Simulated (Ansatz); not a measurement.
# HCl (SMILES Cl): CCSD(T)/def2-TZVPPD

What is the electronic atomisation energy of HCl at CCSD(T)/def2-TZVPPD? 

The calculation is run with Ansatz 0.2.0.

32 further runs of the same task are left out: 32 set aside as unsound or not needed.

## Step 1: Starting point

HCl: 2 atoms, total charge 0, spin state singlet. SMILES: `Cl`. Geometry: relaxed at PBE0-D4/def2-TZVP.

Bond lengths: Cl1–H2 1.279 Å.

## Step 2: The energy at CCSD(T)/def2-TZVPPD

Input file in.yaml:

```yaml
crystal:
  periodic: [false, false, false]
  atoms:
    - {symbol: Cl, position_ang: [0.546000, -0.178500, 0.280800]}
    - {symbol: H, position_ang: [-0.546000, 0.178500, -0.280800]}
basis:
  gaussian:
    orbitals: def2-TZVPPD.json
accuracy: high
scf:
  omitted_lower_state_checks: [cluster_reference, increment]
correlation:
  method: ccsd_t
  frozen_orbitals: {Cl: 5, H: 0}
```

The basis set def2-TZVPPD is read from a file made from the Basis Set Exchange's data (not shown).

Launch:

```sh
$ ansatz run in.yaml --threads 1 --pin off --max-ram 3480MiB --events-out events.jsonl --progress --plain --runs-dir runs
```

The program printed (excerpt; [...] marks lines left out):

```text
Warning: RAYON_NUM_THREADS=1 ignored (pool sized by the plan → 1); use --threads N
Functional definition: HF
  name "HF"
[...]
849 factors; integrals over basis functions are off by at most 3.7e-9 eV
[...]
mean field -12519.95662759 eV, -460.0999197327 hartree, gradient 2.1e-8 eV, S^2 0.000000; 0 other end points of the search recorded, 0 dependent functions left out
5 core orbitals not correlated: weight in the atoms' cores, before any rotation towards them, 1.000 or more for the frozen orbitals, at most 0.000 for the correlated occupied ones
reference -12519.95662759 eV, -460.0999197327 hartree; 4, 4 occupied and 59, 59 virtual orbitals, 849 factors
second order -5.58050873 eV of doubles, -0.00000000 eV of singles
cycle   1  -5.99497070 eV  change   -4.1e-1 eV  update   3.9e-2
[...]
cycle  19  -6.13747462 eV  change  -4.2e-10 eV  update  4.4e-10
perturbative correction -0.22599801 eV, -0.0083052736 hartree
Total energy: -12526.32010023 eV, -460.3337730386 hartree
Checks for a lower state left out: cluster_reference, increment
```

Run time: 1.1 s. Hardware: 1 thread of Arm Neoverse V2, shared host; peak memory 0.19 GiB.

## Step 3: The Cl atom

Input file job.yaml:

```yaml
crystal:
  periodic: [false, false, false]
  atoms:
    - {symbol: Cl, position_ang: [0.000000, 0.000000, 0.000000]}
basis:
  gaussian:
    orbitals: def2-TZVPPD.json
correlation:
  method: ccsd_t
  frozen_orbitals: {Cl: 5}
scf:
  omitted_lower_state_checks: [cluster_reference, increment]
magnetization:
  spin_polarized: true
  initial_magnetization: 1
accuracy: high
```

The basis set def2-TZVPPD is read from a file made from the Basis Set Exchange's data (not shown).

Run the same way, it converges to -459.66624 Eh (log not shown).

## Step 4: The H atom: the energy at UHF/def2-TZVPPD

Input file in.yaml:

```yaml
crystal:
  periodic: [false, false, false]
  atoms:
    - {symbol: H, position_ang: [0.000000, 0.000000, 0.000000]}
basis:
  gaussian:
    orbitals: def2-TZVPPD.json
accuracy: high
hamiltonian:
  xc: hf
magnetization:
  spin_polarized: true
  initial_magnetization: 1
```

The basis set def2-TZVPPD is read from a file made from the Basis Set Exchange's data (not shown).

Run the same way, it converges to -0.49981 Eh (log not shown).

## Step 5: Summary of results

At CCSD(T)/def2-TZVPPD, 5 core orbitals frozen:

```
                                             quantity          value
                               molecule: total energy  -460.33377 Eh
molecule: correlation energy (5 core orbitals frozen)     -233.9 mEh
                             molecule: (T) correction      -8.31 mEh
                              molecule: T1 diagnostic          0.006
                                Cl atom: total energy  -459.66624 Eh
 Cl atom: correlation energy (5 core orbitals frozen)     -189.1 mEh
                              Cl atom: (T) correction      -6.02 mEh
           Cl atom: ⟨S²⟩ of the reference determinant          0.760
                               Cl atom: T1 diagnostic          0.007
                                 H atom: total energy    -0.49981 Eh
                                         H atom: ⟨S²⟩          0.750
                        electronic atomisation energy       4.564 eV
```

In words: Taking the molecule apart into free atoms costs 4.56 eV (105 kcal/mol), before zero-point energy and without spin-orbit coupling. The triples (molecule) make up 3.6 % of the correlation energy. The triples (Cl atom) make up 3.2 % of the correlation energy.
